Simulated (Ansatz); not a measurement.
# HF/3-21G run of GeH3F (GeFH3)

Aim: the vertical singlet–triplet gap of GeH3F (GeFH3) at HF/3-21G, from 2 runs. 

The calculation is run with Ansatz 0.2.0.

10 further runs of the same task are left out: 10 set aside as unsound or not needed.

## Step 1: The structure to begin with

GeH3F has 5 atoms, charge 0, and is taken as a singlet. As SMILES, `[H][Ge]([H])([H])[F]`. Geometry: a GFN2-xTB relaxation, a rough one for these elements and not checked as a minimum.

Bond lengths: Ge1–F2 1.735 Å, Ge1–H3 1.493 Å, Ge1–H4 1.492 Å, Ge1–H5 1.493 Å. Angles: F2–Ge1–H3 103.4°, F2–Ge1–H4 103.3°, F2–Ge1–H5 103.4°, H3–Ge1–H4 114.7°, H3–Ge1–H5 114.9°, H4–Ge1–H5 114.9°.

## Step 2: A single-point energy at HF/3-21G

Contents of molecule.yaml:

```yaml
crystal:
  periodic: [false, false, false]
  atoms:
    - symbol: Ge
      position_ang: [-0.001260, 0.000720, -0.139740]
    - symbol: F
      position_ang: [0.010260, -0.018210, 1.594920]
    - symbol: H
      position_ang: [1.448570, 0.011740, -0.494610]
    - symbol: H
      position_ang: [-0.731820, 1.260740, -0.465520]
    - symbol: H
      position_ang: [-0.725750, -1.254990, -0.495050]
basis:
  gaussian: {orbitals: 3-21G-spherical.json}
magnetization: {spin_polarized: false}
hamiltonian: {xc: hf}
accuracy: high
output: {orbitals: {seedname: orbitals}}
```

The basis set 3-21G is read from a file made from the Basis Set Exchange's data (not shown).

Started as:

```sh
ansatz run molecule.yaml --threads 1 --pin off --max-ram 2610MiB --events-out events.jsonl --progress --plain --runs-dir runs
```

Log:

```text
Warning: RAYON_NUM_THREADS=1 ignored (pool sized by the plan → 1); use --threads N
Functional definition: HF
  name "HF"
  exchange = exact_x
  correlation = 0
619 factors; integrals over basis functions are off by at most 3.9e-9 eV
mean field evaluation 1: about -58938.1992 eV, gradient 2.7e1 eV
mean field evaluation 2: about -58938.3464 eV, gradient 2.7e1 eV
mean field evaluation 4: about -58939.7776 eV, gradient 1.3e0 eV
mean field evaluation 8: about -58939.7931 eV, gradient 3.4e-5 eV
mean field -58939.79311025 eV, -2165.9974459752 hartree, gradient 2.8e-8 eV, S^2 0.000000; 0 other end points of the search recorded, 0 dependent functions left out
reference -58939.79311025 eV, -2165.9974459752 hartree; 22, 22 occupied and 15, 15 virtual orbitals, 619 factors
Total energy: -58939.79311025 eV, -2165.9974459752 hartree
```

Wall time 0.48 s (1 thread of Intel Xeon Platinum 8488C (Sapphire Rapids), shared host).

## Step 3: The triplet at the same level

Contents of molecule.yaml:

```yaml
crystal:
  periodic: [false, false, false]
  atoms:
    - {symbol: Ge, position_ang: [-0.001260, 0.000720, -0.139740]}
    - {symbol: F, position_ang: [0.010260, -0.018210, 1.594920]}
    - {symbol: H, position_ang: [1.448570, 0.011740, -0.494610]}
    - {symbol: H, position_ang: [-0.731820, 1.260740, -0.465520]}
    - {symbol: H, position_ang: [-0.725750, -1.254990, -0.495050]}
basis:
  gaussian: {orbitals: 3-21G-spherical.json}
magnetization: {spin_polarized: true, initial_magnetization: 2}
hamiltonian: {xc: hf}
accuracy: high
output: {orbitals: {seedname: orbitals}}
```

The basis set 3-21G is read from a file made from the Basis Set Exchange's data (not shown).

Started as:

```sh
ansatz run molecule.yaml --threads 1 --pin off --max-ram 2610MiB --events-out events.jsonl --progress --plain --runs-dir runs
```

Log (excerpt; [...] marks lines left out):

```text
Warning: RAYON_NUM_THREADS=1 ignored (pool sized by the plan → 1); use --threads N
[... 2 set-up lines as earlier in the session ...]
[...]
619 factors; integrals over basis functions are off by at most 3.9e-9 eV
[...]
mean field -58932.06136658 eV, -2165.7133096360 hartree, gradient 7.1e-8 eV, S^2 2.007862; 3 other end points of the search recorded, 0 dependent functions left out
reference -58932.06136658 eV, -2165.7133096360 hartree; 23, 21 occupied and 14, 16 virtual orbitals, 619 factors
Total energy: -58932.06136658 eV, -2165.7133096360 hartree
```

It took 3.9 s on 1 thread of Intel Xeon Platinum 8488C (Sapphire Rapids), shared host; peak memory 0.13 GiB.

## Step 4: Summary of results

Level: HF/3-21G.

| quantity | value |
| --- | --- |
| singlet: total energy | -2165.99745 Eh |
| singlet: HOMO energy | -13.14 eV |
| singlet: LUMO energy | 3.45 eV |
| singlet: HOMO–LUMO gap | 16.59 eV |
| triplet: total energy | -2165.71331 Eh |
| triplet: HOMO energy (highest over α and β) | -4.20 eV |
| triplet: LUMO energy (lowest over α and β) | -1.49 eV |
| triplet: ⟨S²⟩ | 2.008 |
| vertical energy of the triplet above the singlet | 7.732 eV |

In words: At this shape the triplet lies 7.73 eV (178 kcal/mol) above the singlet.
